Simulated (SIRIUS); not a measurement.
# NiMoIrPdW (P3m1) in SIRIUS: further runs, part 2 of 4

SIRIUS 7.12.0.

### Step 3. Equation of state, RPBE, collinear spin, ferromagnetic start, 15.49 Å³/atom (volume scaled by 0.96)

sirius.json

```json
{
  "control": {
    "processing_unit": "cpu",
    "std_evp_solver_name": "lapack",
    "gen_evp_solver_name": "lapack",
    "verbosity": 2,
    "print_forces": false,
    "ortho_rf": true,
    "use_second_variation": true,
    "rmt_max": 3.0,
    "num_bands_to_print": 24,
    "save_wf": true
  },
  "parameters": {
    "electronic_structure_method": "full_potential_lapwlo",
    "xc_functionals": ["XC_GGA_X_RPBE", "XC_GGA_C_PBE"],
    "core_relativity": "dirac",
    "valence_relativity": "iora",
    "num_fv_states": 90,
    "smearing": "fermi_dirac",
    "smearing_width": 0.0018374661,
    "pw_cutoff": 22,
    "gk_cutoff": 4.25,
    "lmax_apw": 11,
    "lmax_rho": 8,
    "lmax_pot": 8,
    "num_mag_dims": 1,
    "auto_rmt": 0,
    "ngridk": [3, 3, 2],
    "shiftk": [0, 0, 0],
    "num_dft_iter": 80,
    "energy_tol": 1e-07,
    "density_tol": 1e-05,
    "use_symmetry": true
  },
  "settings": {"tol_ne": 1e-10},
  "iterative_solver": {"type": "exact"},
  "mixer": {"type": "anderson", "beta": 0.4, "max_history": 8},
  "unit_cell": {
    "lattice_vectors": [[7.7302207261, 0.0, 0.0], [-3.865110363, 6.694572108, -0.0], [0.0, -0.0, 10.0969728256]],
    "atom_types": ["Ir", "Mo", "Ni", "Pd", "W"],
    "atom_files": {"Ir": "Ir.json", "Mo": "Mo.json", "Ni": "Ni.json", "Pd": "Pd.json", "W": "W.json"},
    "atoms": {
      "Ir": [[0.33333, 0.66667, 0.25641, 0.0, 0.0, 0.6]],
      "Mo": [[0.66667, 0.33333, 0.45996, 0.0, 0.0, 1.0]],
      "Ni": [[0.0, 0.0, 0.02221, 0.0, 0.0, 1.0]],
      "Pd": [[0.33333, 0.66667, 0.74601, 0.0, 0.0, 0.0]],
      "W": [[0.66667, 0.33333, 0.99985, 0.0, 0.0, 0.0]]
    }
  }
}
```

Ir.json

```json
{
  "name": "iridium",
  "symbol": "Ir",
  "number": 77,
  "mass": 192.217,
  "rmin": 1e-06,
  "rmt": 2.29,
  "nrmt": 800,
  "rinf": 13.6,
  "core": "1s2s2p3s3p3d4s4p4d",
  "valence": [
    {"basis": [{"enu": 0.25, "dme": 0, "n": 0, "auto": 0}, {"enu": 0.25, "dme": 1, "n": 0, "auto": 0}]},
[... 30 lines left out ...]
    {"l": 3, "basis": [{"enu": 0.35, "dme": 0, "n": 0, "auto": 0}, {"enu": 0.35, "dme": 1, "n": 0, "auto": 0}]},
    {
      "l": 3,
      "basis": [{"enu": -1.7196, "dme": 0, "n": 4, "auto": 1}, {"enu": -1.7196, "dme": 1, "n": 4, "auto": 1}]
    },
    {
      "l": 3,
      "basis": [{"enu": -1.7196, "dme": 1, "n": 4, "auto": 1}, {"enu": 0.35, "dme": 0, "n": 0, "auto": 0}]
    },
    {"l": 3, "basis": [{"enu": 0.35, "dme": 0, "n": 0, "auto": 0}, {"enu": 4.774, "dme": 0, "n": 0, "auto": 0}]},
    {"l": 4, "basis": [{"enu": 0.35, "dme": 0, "n": 0, "auto": 0}, {"enu": 0.35, "dme": 1, "n": 0, "auto": 0}]},
    {"l": 4, "basis": [{"enu": 0.35, "dme": 0, "n": 0, "auto": 0}, {"enu": 4.0113, "dme": 0, "n": 0, "auto": 0}]}
  ],
  "free_atom": [... radial grid and density of the free atom, the start of the SCF ...]
}
```

Mo.json

```json
{
  "name": "molybdenum",
  "symbol": "Mo",
  "number": 42,
  "mass": 95.96,
[... 27 lines left out ...]
    },
    {
      "l": 1,
      "basis": [{"enu": -0.9213, "dme": 1, "n": 4, "auto": 1}, {"enu": 0.35, "dme": 0, "n": 0, "auto": 0}]
    },
    {"l": 1, "basis": [{"enu": 0.35, "dme": 0, "n": 0, "auto": 0}, {"enu": 4.1517, "dme": 0, "n": 0, "auto": 0}]},
    {"l": 2, "basis": [{"enu": 0.35, "dme": 0, "n": 0, "auto": 0}, {"enu": 0.35, "dme": 1, "n": 0, "auto": 0}]},
    {"l": 2, "basis": [{"enu": 0.35, "dme": 1, "n": 0, "auto": 0}, {"enu": 0.35, "dme": 2, "n": 0, "auto": 0}]},
    {
      "l": 2,
      "basis": [{"enu": -7.6378, "dme": 0, "n": 3, "auto": 1}, {"enu": -7.6378, "dme": 1, "n": 3, "auto": 1}]
    },
    {"l": 2, "basis": [{"enu": 0.35, "dme": 0, "n": 0, "auto": 0}, {"enu": 3.5731, "dme": 0, "n": 0, "auto": 0}]},
    {"l": 3, "basis": [{"enu": 0.35, "dme": 0, "n": 0, "auto": 0}, {"enu": 0.35, "dme": 1, "n": 0, "auto": 0}]},
    {"l": 3, "basis": [{"enu": 0.35, "dme": 0, "n": 0, "auto": 0}, {"enu": 3.945, "dme": 0, "n": 0, "auto": 0}]}
  ],
  "free_atom": [... radial grid and density of the free atom, the start of the SCF ...]
}
```

Ni.json

```json
{
  "name": "nickel",
  "symbol": "Ni",
  "number": 28,
  "mass": 58.6934,
  "rmin": 1e-06,
  "rmt": 2.07,
  "nrmt": 800,
  "rinf": 14.89,
  "core": "1s2s2p",
  "valence": [
[... 24 lines left out ...]
      "basis": [{"enu": -2.0509, "dme": 1, "n": 3, "auto": 1}, {"enu": 0.35, "dme": 0, "n": 0, "auto": 0}]
    },
    {"l": 1, "basis": [{"enu": 0.35, "dme": 0, "n": 0, "auto": 0}, {"enu": 4.6441, "dme": 0, "n": 0, "auto": 0}]},
    {
      "l": 2,
      "basis": [{"enu": 0.3391, "dme": 0, "n": 0, "auto": 0}, {"enu": 0.3391, "dme": 1, "n": 0, "auto": 0}]
    },
    {
      "l": 2,
      "basis": [{"enu": 0.3391, "dme": 1, "n": 0, "auto": 0}, {"enu": 0.3391, "dme": 2, "n": 0, "auto": 0}]
    },
    {
      "l": 2,
      "basis": [{"enu": 0.3391, "dme": 0, "n": 0, "auto": 0}, {"enu": 3.9797, "dme": 0, "n": 0, "auto": 0}]
    },
    {"l": 3, "basis": [{"enu": 0.35, "dme": 0, "n": 0, "auto": 0}, {"enu": 0.35, "dme": 1, "n": 0, "auto": 0}]},
    {"l": 3, "basis": [{"enu": 0.35, "dme": 0, "n": 0, "auto": 0}, {"enu": 4.4108, "dme": 0, "n": 0, "auto": 0}]}
  ],
  "free_atom": [... radial grid and density of the free atom, the start of the SCF ...]
}
```

Pd.json

```json
{
  "name": "palladium",
  "symbol": "Pd",
  "number": 46,
[... 19 lines left out ...]
    {
      "l": 1,
      "basis": [{"enu": -1.3749, "dme": 0, "n": 4, "auto": 1}, {"enu": -1.3749, "dme": 1, "n": 4, "auto": 1}]
    },
    {
      "l": 1,
      "basis": [{"enu": -1.3749, "dme": 1, "n": 4, "auto": 1}, {"enu": 0.35, "dme": 0, "n": 0, "auto": 0}]
    },
    {"l": 1, "basis": [{"enu": 0.35, "dme": 0, "n": 0, "auto": 0}, {"enu": 4.1517, "dme": 0, "n": 0, "auto": 0}]},
    {"l": 2, "basis": [{"enu": 0.35, "dme": 0, "n": 0, "auto": 0}, {"enu": 0.35, "dme": 1, "n": 0, "auto": 0}]},
    {"l": 2, "basis": [{"enu": 0.35, "dme": 1, "n": 0, "auto": 0}, {"enu": 0.35, "dme": 2, "n": 0, "auto": 0}]},
    {"l": 2, "basis": [{"enu": 0.35, "dme": 0, "n": 0, "auto": 0}, {"enu": 3.5731, "dme": 0, "n": 0, "auto": 0}]},
    {"l": 3, "basis": [{"enu": 0.35, "dme": 0, "n": 0, "auto": 0}, {"enu": 0.35, "dme": 1, "n": 0, "auto": 0}]},
    {"l": 3, "basis": [{"enu": 0.35, "dme": 0, "n": 0, "auto": 0}, {"enu": 3.945, "dme": 0, "n": 0, "auto": 0}]}
  ],
  "free_atom": [... radial grid and density of the free atom, the start of the SCF ...]
}
```

W.json

```json
{
  "name": "tungsten",
  "symbol": "W",
  "number": 74,
  "mass": 183.84,
  "rmin": 1e-06,
  "rmt": 2.29,
  "nrmt": 800,
  "rinf": 14.93,
  "core": "1s2s2p3s3p3d4s4p4d",
  "valence": [
    {"basis": [{"enu": 0.25, "dme": 0, "n": 0, "auto": 0}, {"enu": 0.25, "dme": 1, "n": 0, "auto": 0}]},
[... 30 lines left out ...]
    {"l": 3, "basis": [{"enu": 0.35, "dme": 0, "n": 0, "auto": 0}, {"enu": 0.35, "dme": 1, "n": 0, "auto": 0}]},
    {
      "l": 3,
      "basis": [{"enu": -0.7162, "dme": 0, "n": 4, "auto": 1}, {"enu": -0.7162, "dme": 1, "n": 4, "auto": 1}]
    },
    {
      "l": 3,
      "basis": [{"enu": -0.7162, "dme": 1, "n": 4, "auto": 1}, {"enu": 0.35, "dme": 0, "n": 0, "auto": 0}]
    },
    {"l": 3, "basis": [{"enu": 0.35, "dme": 0, "n": 0, "auto": 0}, {"enu": 4.774, "dme": 0, "n": 0, "auto": 0}]},
    {"l": 4, "basis": [{"enu": 0.35, "dme": 0, "n": 0, "auto": 0}, {"enu": 0.35, "dme": 1, "n": 0, "auto": 0}]},
    {"l": 4, "basis": [{"enu": 0.35, "dme": 0, "n": 0, "auto": 0}, {"enu": 4.0113, "dme": 0, "n": 0, "auto": 0}]}
  ],
  "free_atom": [... radial grid and density of the free atom, the start of the SCF ...]
}
```

sirius_start.json

```json
{
  "control": {
    "processing_unit": "cpu",
    "std_evp_solver_name": "lapack",
    "gen_evp_solver_name": "lapack",
    "verbosity": 1,
    "print_forces": false,
    "ortho_rf": true,
    "use_second_variation": true,
    "rmt_max": 3.0,
    "num_bands_to_print": 24,
    "save_wf": false
  },
  "parameters": {
    "electronic_structure_method": "full_potential_lapwlo",
    "xc_functionals": ["XC_LDA_X", "XC_LDA_C_PW"],
    "core_relativity": "dirac",
    "valence_relativity": "iora",
    "num_fv_states": 90,
    "smearing": "fermi_dirac",
    "smearing_width": 0.0055123983,
    "pw_cutoff": 22,
    "gk_cutoff": 3.4,
    "lmax_apw": 11,
    "lmax_rho": 8,
    "lmax_pot": 8,
    "num_mag_dims": 1,
    "auto_rmt": 0,
    "ngridk": [1, 1, 1],
    "shiftk": [0, 0, 0],
    "num_dft_iter": 30,
    "energy_tol": 0.01,
    "density_tol": 0.05,
    "use_symmetry": true
  },
  "settings": {"tol_ne": 1e-10},
  "iterative_solver": {"type": "exact"},
  "mixer": {"type": "anderson", "beta": 0.4, "max_history": 8},
  "unit_cell": {
    "lattice_vectors": [[7.7302207261, 0.0, 0.0], [-3.865110363, 6.694572108, -0.0], [0.0, -0.0, 10.0969728256]],
    "atom_types": ["Ir", "Mo", "Ni", "Pd", "W"],
    "atom_files": {"Ir": "Ir.json", "Mo": "Mo.json", "Ni": "Ni.json", "Pd": "Pd.json", "W": "W.json"},
    "atoms": {
      "Ir": [[0.33333, 0.66667, 0.25641, 0.0, 0.0, 0.6]],
      "Mo": [[0.66667, 0.33333, 0.45996, 0.0, 0.0, 1.0]],
      "Ni": [[0.0, 0.0, 0.02221, 0.0, 0.0, 1.0]],
      "Pd": [[0.33333, 0.66667, 0.74601, 0.0, 0.0, 0.0]],
      "W": [[0.66667, 0.33333, 0.99985, 0.0, 0.0, 0.0]]
    }
  }
}
```

Potentials or basis: all-electron FP-LAPW, apw+lo standard.

Started as:

```sh
OMP_NUM_THREADS=2 sirius.scf --input=sirius_start.json --output=start.json
OMP_NUM_THREADS=2 sirius.scf --input=sirius.json --output=output.json --task=1
```

Run time: 13 min. Hardware: 2 threads of Arm Neoverse V1, shared host; peak memory 1.4 GiB.

The run converged, but some of its settings lie outside the range that counts as converged, so its numbers aren't taken as properties of the crystal.

Results:

```
Free energy                                       : -1214808.4622 eV
Band gap on the k mesh                            : none (metal or under the smearing width)
Net moment                                        : 0.00 μB per cell
All electrons inside the program's atomic spheres : Ni 26.66; Mo 39.28; Pd 44.01; Ir 74.72; W 71.35 (radii Ir 2.29, Mo 2.2, Ni 2.07, Pd 2.2, W 2.29 bohr)
```

Caveat: the k mesh is coarse (spacing up to 0.59 Å⁻¹), so the values aren't converged.

### Step 4. Equation of state, RPBE, collinear spin, ferromagnetic start, 15.81 Å³/atom (volume scaled by 0.98)

Changes to sirius.json since step 3:

```diff
@@ -39,3 +39,3 @@
   "unit_cell": {
-    "lattice_vectors": [[7.7302207261, 0.0, 0.0], [-3.865110363, 6.694572108, -0.0], [0.0, -0.0, 10.0969728256]],
+    "lattice_vectors": [[7.7835342778, 0.0, 0.0], [-3.8917671388, 6.7407430298, -0.0], [0.0, -0.0, 10.1666093215]],
     "atom_types": ["Ir", "Mo", "Ni", "Pd", "W"],
```

Ir.json

```json
{
  "name": "iridium",
  "symbol": "Ir",
  "number": 77,
  "mass": 192.217,
  "rmin": 1e-06,
  "rmt": 2.29,
  "nrmt": 800,
  "rinf": 13.6,
  "core": "1s2s2p3s3p3d4s4p4d",
  "valence": [
    {"basis": [{"enu": 0.24, "dme": 0, "n": 0, "auto": 0}, {"enu": 0.24, "dme": 1, "n": 0, "auto": 0}]},
[... 30 lines left out ...]
    {"l": 3, "basis": [{"enu": 0.34, "dme": 0, "n": 0, "auto": 0}, {"enu": 0.34, "dme": 1, "n": 0, "auto": 0}]},
    {
      "l": 3,
      "basis": [{"enu": -1.7296, "dme": 0, "n": 4, "auto": 1}, {"enu": -1.7296, "dme": 1, "n": 4, "auto": 1}]
    },
    {
      "l": 3,
      "basis": [{"enu": -1.7296, "dme": 1, "n": 4, "auto": 1}, {"enu": 0.34, "dme": 0, "n": 0, "auto": 0}]
    },
    {"l": 3, "basis": [{"enu": 0.34, "dme": 0, "n": 0, "auto": 0}, {"enu": 4.764, "dme": 0, "n": 0, "auto": 0}]},
    {"l": 4, "basis": [{"enu": 0.34, "dme": 0, "n": 0, "auto": 0}, {"enu": 0.34, "dme": 1, "n": 0, "auto": 0}]},
    {"l": 4, "basis": [{"enu": 0.34, "dme": 0, "n": 0, "auto": 0}, {"enu": 4.0013, "dme": 0, "n": 0, "auto": 0}]}
  ],
  "free_atom": [... radial grid and density of the free atom, the start of the SCF ...]
}
```

Mo.json

```json
{
  "name": "molybdenum",
  "symbol": "Mo",
  "number": 42,
  "mass": 95.96,
[... 27 lines left out ...]
    },
    {
      "l": 1,
      "basis": [{"enu": -0.9313, "dme": 1, "n": 4, "auto": 1}, {"enu": 0.34, "dme": 0, "n": 0, "auto": 0}]
    },
    {"l": 1, "basis": [{"enu": 0.34, "dme": 0, "n": 0, "auto": 0}, {"enu": 4.1417, "dme": 0, "n": 0, "auto": 0}]},
    {"l": 2, "basis": [{"enu": 0.34, "dme": 0, "n": 0, "auto": 0}, {"enu": 0.34, "dme": 1, "n": 0, "auto": 0}]},
    {"l": 2, "basis": [{"enu": 0.34, "dme": 1, "n": 0, "auto": 0}, {"enu": 0.34, "dme": 2, "n": 0, "auto": 0}]},
    {
      "l": 2,
      "basis": [{"enu": -7.6478, "dme": 0, "n": 3, "auto": 1}, {"enu": -7.6478, "dme": 1, "n": 3, "auto": 1}]
    },
    {"l": 2, "basis": [{"enu": 0.34, "dme": 0, "n": 0, "auto": 0}, {"enu": 3.5631, "dme": 0, "n": 0, "auto": 0}]},
    {"l": 3, "basis": [{"enu": 0.34, "dme": 0, "n": 0, "auto": 0}, {"enu": 0.34, "dme": 1, "n": 0, "auto": 0}]},
    {"l": 3, "basis": [{"enu": 0.34, "dme": 0, "n": 0, "auto": 0}, {"enu": 3.935, "dme": 0, "n": 0, "auto": 0}]}
  ],
  "free_atom": [... radial grid and density of the free atom, the start of the SCF ...]
}
```

Ni.json

```json
{
  "name": "nickel",
  "symbol": "Ni",
  "number": 28,
  "mass": 58.6934,
  "rmin": 1e-06,
  "rmt": 2.07,
  "nrmt": 800,
  "rinf": 14.89,
  "core": "1s2s2p",
  "valence": [
[... 24 lines left out ...]
      "basis": [{"enu": -2.0609, "dme": 1, "n": 3, "auto": 1}, {"enu": 0.34, "dme": 0, "n": 0, "auto": 0}]
    },
    {"l": 1, "basis": [{"enu": 0.34, "dme": 0, "n": 0, "auto": 0}, {"enu": 4.6341, "dme": 0, "n": 0, "auto": 0}]},
    {
      "l": 2,
      "basis": [{"enu": 0.3291, "dme": 0, "n": 0, "auto": 0}, {"enu": 0.3291, "dme": 1, "n": 0, "auto": 0}]
    },
    {
      "l": 2,
      "basis": [{"enu": 0.3291, "dme": 1, "n": 0, "auto": 0}, {"enu": 0.3291, "dme": 2, "n": 0, "auto": 0}]
    },
    {
      "l": 2,
      "basis": [{"enu": 0.3291, "dme": 0, "n": 0, "auto": 0}, {"enu": 3.9697, "dme": 0, "n": 0, "auto": 0}]
    },
    {"l": 3, "basis": [{"enu": 0.34, "dme": 0, "n": 0, "auto": 0}, {"enu": 0.34, "dme": 1, "n": 0, "auto": 0}]},
    {"l": 3, "basis": [{"enu": 0.34, "dme": 0, "n": 0, "auto": 0}, {"enu": 4.4008, "dme": 0, "n": 0, "auto": 0}]}
  ],
  "free_atom": [... radial grid and density of the free atom, the start of the SCF ...]
}
```

Pd.json

```json
{
  "name": "palladium",
  "symbol": "Pd",
  "number": 46,
[... 19 lines left out ...]
    {
      "l": 1,
      "basis": [{"enu": -1.3849, "dme": 0, "n": 4, "auto": 1}, {"enu": -1.3849, "dme": 1, "n": 4, "auto": 1}]
    },
    {
      "l": 1,
      "basis": [{"enu": -1.3849, "dme": 1, "n": 4, "auto": 1}, {"enu": 0.34, "dme": 0, "n": 0, "auto": 0}]
    },
    {"l": 1, "basis": [{"enu": 0.34, "dme": 0, "n": 0, "auto": 0}, {"enu": 4.1417, "dme": 0, "n": 0, "auto": 0}]},
    {"l": 2, "basis": [{"enu": 0.34, "dme": 0, "n": 0, "auto": 0}, {"enu": 0.34, "dme": 1, "n": 0, "auto": 0}]},
    {"l": 2, "basis": [{"enu": 0.34, "dme": 1, "n": 0, "auto": 0}, {"enu": 0.34, "dme": 2, "n": 0, "auto": 0}]},
    {"l": 2, "basis": [{"enu": 0.34, "dme": 0, "n": 0, "auto": 0}, {"enu": 3.5631, "dme": 0, "n": 0, "auto": 0}]},
    {"l": 3, "basis": [{"enu": 0.34, "dme": 0, "n": 0, "auto": 0}, {"enu": 0.34, "dme": 1, "n": 0, "auto": 0}]},
    {"l": 3, "basis": [{"enu": 0.34, "dme": 0, "n": 0, "auto": 0}, {"enu": 3.935, "dme": 0, "n": 0, "auto": 0}]}
  ],
  "free_atom": [... radial grid and density of the free atom, the start of the SCF ...]
}
```

W.json

```json
{
  "name": "tungsten",
  "symbol": "W",
  "number": 74,
  "mass": 183.84,
  "rmin": 1e-06,
  "rmt": 2.29,
  "nrmt": 800,
  "rinf": 14.93,
  "core": "1s2s2p3s3p3d4s4p4d",
  "valence": [
    {"basis": [{"enu": 0.24, "dme": 0, "n": 0, "auto": 0}, {"enu": 0.24, "dme": 1, "n": 0, "auto": 0}]},
[... 30 lines left out ...]
    {"l": 3, "basis": [{"enu": 0.34, "dme": 0, "n": 0, "auto": 0}, {"enu": 0.34, "dme": 1, "n": 0, "auto": 0}]},
    {
      "l": 3,
      "basis": [{"enu": -0.7262, "dme": 0, "n": 4, "auto": 1}, {"enu": -0.7262, "dme": 1, "n": 4, "auto": 1}]
    },
    {
      "l": 3,
      "basis": [{"enu": -0.7262, "dme": 1, "n": 4, "auto": 1}, {"enu": 0.34, "dme": 0, "n": 0, "auto": 0}]
    },
    {"l": 3, "basis": [{"enu": 0.34, "dme": 0, "n": 0, "auto": 0}, {"enu": 4.764, "dme": 0, "n": 0, "auto": 0}]},
    {"l": 4, "basis": [{"enu": 0.34, "dme": 0, "n": 0, "auto": 0}, {"enu": 0.34, "dme": 1, "n": 0, "auto": 0}]},
    {"l": 4, "basis": [{"enu": 0.34, "dme": 0, "n": 0, "auto": 0}, {"enu": 4.0013, "dme": 0, "n": 0, "auto": 0}]}
  ],
  "free_atom": [... radial grid and density of the free atom, the start of the SCF ...]
}
```

Changes to sirius_start.json since step 3:

```diff
@@ -39,3 +39,3 @@
   "unit_cell": {
-    "lattice_vectors": [[7.7302207261, 0.0, 0.0], [-3.865110363, 6.694572108, -0.0], [0.0, -0.0, 10.0969728256]],
+    "lattice_vectors": [[7.7835342778, 0.0, 0.0], [-3.8917671388, 6.7407430298, -0.0], [0.0, -0.0, 10.1666093215]],
     "atom_types": ["Ir", "Mo", "Ni", "Pd", "W"],
```

Started as:

```sh
OMP_NUM_THREADS=2 sirius.scf --input=sirius_start.json --output=start.json
OMP_NUM_THREADS=2 sirius.scf --input=sirius.json --output=output.json --task=1
```

Run time: 12 min. Hardware: 2 threads of Arm Neoverse V1, shared host; peak memory 1.4 GiB.

These settings aren't checked as converged: the numbers below hold their error.

Results:

| Property | Result |
| --- | --- |
| Free energy | -1214808.5845 eV |
| Band gap on the k mesh | none (metal or under the smearing width) |
| Net moment | 0.00 μB per cell |
| All electrons inside the program's atomic spheres | Ni 26.64; Mo 39.25; Pd 43.99; Ir 74.68; W 71.31 (radii Ir 2.29, Mo 2.2, Ni 2.07, Pd 2.2, W 2.29 bohr) |

Caveat: the k mesh is coarse (spacing up to 0.59 Å⁻¹), so the values aren't converged.

(Part 2 of 4 ends here.)
